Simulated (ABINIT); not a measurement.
TaWC2:

```
W Ta C
1.0
     1.57186    0.90751    5.10162
    -1.57186    0.90751    5.10162
     0.00000   -1.81502    5.10162
W Ta C
1 1 2
Direct
  0.00000 0.00000 0.00000
  0.50000 0.50000 0.50000
  0.25093 0.25093 0.25093
  0.74907 0.74907 0.74907
```

The cell comes from a database or a generator and needn't be the stable form of this composition.

```yaml
Program: ABINIT 10.8.3 (patched build)
Task: relaxation of cell and atoms
Functional: PBEsol
Potentials_or_basis: JTH PAW PBE v2.0
Cutoff: 517 eV
k_mesh: 8 × 8 × 8
Occupations: fermi-dirac, width 0.05 eV
Spin: no spin polarisation
```

At the start: pressure -10.2 GPa; volume 10.92 Å³/atom.

Where does the relaxation end?

Over 7 steps the energy falls by 10.4 meV/atom and the volume is 10.60 Å³/atom (-2.9 %); space group R-3m (No. 166, to 0.05 Å).

Step by step:
```
step  energy change (eV)  largest force (eV/Å)  pressure (GPa)  volume (Å³)
   1              0.0000                0.0691          -10.19        43.66
   2             -0.0410                0.0634            0.62        42.32
   3             -0.0415                0.0499            0.02        42.39
   4             -0.0418                0.0289           -0.15        42.41
   5             -0.0415                0.0164           -0.06        42.39
   6             -0.0416                0.0089            0.01        42.39
   7             -0.0416                0.0030            0.03        42.38
```

Final structure:
```
W Ta C
1.0
     1.55349    0.89691    5.06978
    -1.55349    0.89691    5.06978
     0.00000   -1.79381    5.06978
W Ta C
1 1 2
Direct
  0.00000 0.00000 0.00000
  0.50000 0.50000 0.50000
  0.25117 0.25117 0.25117
  0.74883 0.74883 0.74883
```

Caveat: the highest band is partly filled, so the run has too few bands; the PAW data sets were made with another functional, which shifts forces and pressure a little.
